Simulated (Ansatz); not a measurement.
MnPt2 in Ansatz: the effect of functional

Crystal: MnPt2.

```
Pt Mn
1.0
     2.89602    0.00000    0.00000
    -1.44801    2.50803    0.00000
     0.00000    0.00000    6.61847
Pt Mn
2 1
Direct
  0.66667 0.33333 0.31621
  0.33333 0.66667 0.68379
  0.00000 0.00000 0.00000
```

The cell comes from a database or a generator and needn't be the stable form of this composition.

The cell isn't the ideal one: volume scaled by 1.04.

Alike in all runs:

* Program: Ansatz 0.2.0
* Task: single point
* Potentials or basis: Ansatz PAW
* k mesh: 11 × 11 × 4
* Occupations: fermi-dirac, width 0.05 eV
* Spin: collinear spin, ferromagnetic start
* Starting moments: [0.0, 0.0, 4.0] μB

```csv
functional,cutoff,pressure (GPa),moment (μB),largest force (eV/Å)
LDA,420 eV (not typed: the program's choice for these potentials),-20.5,4.49,0.16
r2SCAN,500 eV (not typed: the program's choice for these potentials),-9.1,4.83,0.05
PBE,420 eV (not typed: the program's choice for these potentials),?,?,?
```

Problem. What does the run with functional PBE give?

Solution. Pressure -6.9 GPa; moment 4.65 μB; largest force 0.06 eV/Å.

Caveats: the PAW data sets come from PBE, with cores solved anew for the run's functional, which leaves a small shift of forces and pressure (some runs); the magnetic or orbital state may not be the lowest (some runs).
